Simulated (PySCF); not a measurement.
# CH5ClOSi: the cost of one run

Computed with PySCF 2.14.0, with density-fitted response routines of our own, on a single molecule in the gas phase. Atoms count from 0, in the outputs and in this text.

## Step 1: The molecule as given

9 atoms, charge 0, multiplicity 1; geometry from: GFN2-xTB. The atoms were then displaced at random by about 0.01 Å, so the start is not that level's minimum.

Bonds of the start (Å): C0–O1 1.38, O1–Si2 1.60, Si2–Cl3 2.03, C0–H4 1.08, C0–H5 1.09, C0–H6 1.11, Si2–H7 1.46, Si2–H8 1.49.

## Step 2: Relaxing the molecule at PBE0-D3(BJ)/def2-SVP

What the job is given:

```
{"job": {"xc": "PBE0", "basis": "def2-SVP", "d3": "d3bj", "grid": 1, "shake": 0.01, "kind": "geom"}, "charge": 0, "multiplicity": 1}
C     -1.383790     0.100010    -0.164250
O     -0.084120     0.483060    -0.411270
Si     1.268830    -0.147600     0.166920
Cl     2.710820     0.981570    -0.708190
H     -1.597810    -0.899630    -0.524240
H     -1.639420     0.188520     0.894890
H     -2.035740     0.814540    -0.715740
H      1.457760    -1.539430    -0.218580
H      1.361290     0.001820     1.646720
```

Run with:

```
> OMP_NUM_THREADS=1 python probes_run.py task.json out
```

One launch serves the whole session: the jobs run in the order shown.

**Question.** How long does this first job take on 1 thread of Arm Neoverse V1, shared host, and how much memory does it need?

About 29 s, with a peak of 0.37 GiB.
